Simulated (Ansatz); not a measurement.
# SnSe2: an axial (c/a) deformation path

Aim: for SnSe2, follow an axial (c/a) deformation at fixed volume.

The COD entry's cell or inner coordinates are ideal or old and differ from later refinements, so a difference from it is no clean test against experiment.

Program: Ansatz 0.2.0. Level of theory: DFT r2SCAN, scalar-relativistic, plane waves, PAW. These are calculated values, not measurements.

## 1. The starting structure

Symmetry: P-3m1, No. 164, trigonal system. Conventional cell: a = 3.811 Å, b = 3.811 Å, c = 6.137 Å, α = 90.00°, β = 90.00°, γ = 120.00°. Sn (site symmetry -3m) has 6 Se at 2.68 Å as nearest neighbours. Se (site symmetry 3m) has 3 Sn at 2.68 Å as nearest neighbours.

Coordinates:

```xyz
3
Lattice="3.8110 0.0000 0.0000 -1.9055 3.3004 0.0000 0.0000 0.0000 6.1370" Properties=species:S:1:pos:R:3 pbc="T T T"
Sn    0.0000    0.0000    0.0000
Se    0.0000    2.2003    1.5342
Se    1.9055    1.1001    4.6027
```

The cell is taken as given, not relaxed at this level.

## 2. Next: an axial (c/a) deformation path

At fixed volume and fractional coordinates, lengths along (0.000, 0.000, 1.000) are scaled against those across it; ρ is that ratio over its starting value.

## 3. Point ρ = 0.850

Contents of input.yaml:

```yaml
crystal:
  lattice:
    - [4.0231463824, 0.0, 0.0]
    - [-2.0115731912, 3.4841469703, 0.0]
    - [0.0, 0.0, 5.5068351236]
  atoms:
    - { symbol: Sn, position: [0.0, 0.0, 0.0] }
    - { symbol: Se, position: [0.3333333333, 0.6666666667, 0.25] }
    - { symbol: Se, position: [0.6666666667, 0.3333333333, 0.75] }
basis:
  ecutwfc: 500
kpoints:
  mp_grid: { grid: [12, 12, 6] }
hamiltonian:
  xc: r2scan
scf:
  occupations: { method: gaussian, width: 0.05 }
output:
  forces: true
  stress: true
  eigenvalues: true
```

Command:

```sh
$ ansatz run input.yaml --threads 1 --pin off --max-ram 2560MiB --backend cpu --events-out ev --progress --plain --runs-dir out
```

## 4. Point ρ = 1.200

input.yaml: that of step 3 with these lines changed.

```diff
@@ -2,5 +2,5 @@
   lattice:
-    - [4.0231463824, 0.0, 0.0]
-    - [-2.0115731912, 3.4841469703, 0.0]
-    - [0.0, 0.0, 5.5068351236]
+    - [3.5862871595, 0.0, 0.0]
+    - [-1.7931435797, 3.1058157854, 0.0]
+    - [0.0, 0.0, 6.9301657311]
   atoms:
```

## 5. Point ρ = 0.920

input.yaml: that of step 4 with these lines changed.

```diff
@@ -2,5 +2,5 @@
   lattice:
-    - [3.5862871595, 0.0, 0.0]
-    - [-1.7931435797, 3.1058157854, 0.0]
-    - [0.0, 0.0, 6.9301657311]
+    - [3.9184069144, 0.0, 0.0]
+    - [-1.9592034572, 3.3934399303, 0.0]
+    - [0.0, 0.0, 5.8051664257]
   atoms:
```

## 6. Point ρ = 1.100

input.yaml: that of step 5 with these lines changed.

```diff
@@ -2,5 +2,5 @@
   lattice:
-    - [3.9184069144, 0.0, 0.0]
-    - [-1.9592034572, 3.3934399303, 0.0]
-    - [0.0, 0.0, 5.8051664257]
+    - [3.6918262054, 0.0, 0.0]
+    - [-1.8459131027, 3.1972152802, 0.0]
+    - [0.0, 0.0, 6.539600927]
   atoms:
```

## 7. ρ = 0.960

input.yaml: that of step 6 with these lines changed.

```diff
@@ -2,5 +2,5 @@
   lattice:
-    - [3.6918262054, 0.0, 0.0]
-    - [-1.8459131027, 3.1972152802, 0.0]
-    - [0.0, 0.0, 6.539600927]
+    - [3.8632107324, 0.0, 0.0]
+    - [-1.9316053662, 3.3456386344, 0.0]
+    - [0.0, 0.0, 5.9722357835]
   atoms:
```

## 8. ρ = 1.050

input.yaml: that of step 7 with these lines changed.

```diff
@@ -2,5 +2,5 @@
   lattice:
-    - [3.8632107324, 0.0, 0.0]
-    - [-1.9316053662, 3.3456386344, 0.0]
-    - [0.0, 0.0, 5.9722357835]
+    - [3.7495203087, 0.0, 0.0]
+    - [-1.8747601544, 3.2471798393, 0.0]
+    - [0.0, 0.0, 6.3398987578]
   atoms:
@@ -21 +21,5 @@
   eigenvalues: true
+  write_density: true
+  write_potential: true
+  elf: true
+  volumetric_format: npy
```

## 9. ρ = 0.800

input.yaml: that of step 8 with these lines changed.

```diff
@@ -2,5 +2,5 @@
   lattice:
-    - [3.7495203087, 0.0, 0.0]
-    - [-1.8747601544, 3.2471798393, 0.0]
-    - [0.0, 0.0, 6.3398987578]
+    - [4.1052739893, 0.0, 0.0]
+    - [-2.0526369947, 3.5552715643, 0.0]
+    - [0.0, 0.0, 5.2887062771]
   atoms:
@@ -21,5 +21 @@
   eigenvalues: true
-  write_density: true
-  write_potential: true
-  elf: true
-  volumetric_format: npy
```

## 10. Point ρ = 1.300

input.yaml: that of step 9 with these lines changed.

```diff
@@ -2,5 +2,5 @@
   lattice:
-    - [4.1052739893, 0.0, 0.0]
-    - [-2.0526369947, 3.5552715643, 0.0]
-    - [0.0, 0.0, 5.2887062771]
+    - [3.4918669901, 0.0, 0.0]
+    - [-1.745933495, 3.02404552, 0.0]
+    - [0.0, 0.0, 7.3100165154]
   atoms:
```

(Steps that only read results are left out.)

Before running it: what results should come out? Wanted: highest point.

The runs gave:

| quantity | value |
| --- | --- |
| highest point | 295.2 meV/atom at ρ = 1.300 |

In words: No sampled point lies below the undisturbed cell. No further minimum shows among the sampled points. The gap on the mesh, 1.01 eV at the start, reads zero at ρ = 1.300. Layers here are held mostly by dispersion, which this level lacks, so their spacing and the stiffness across them are unreliable there.

Spin-orbit coupling is left out, though the cell holds Sn; it can move the gap.
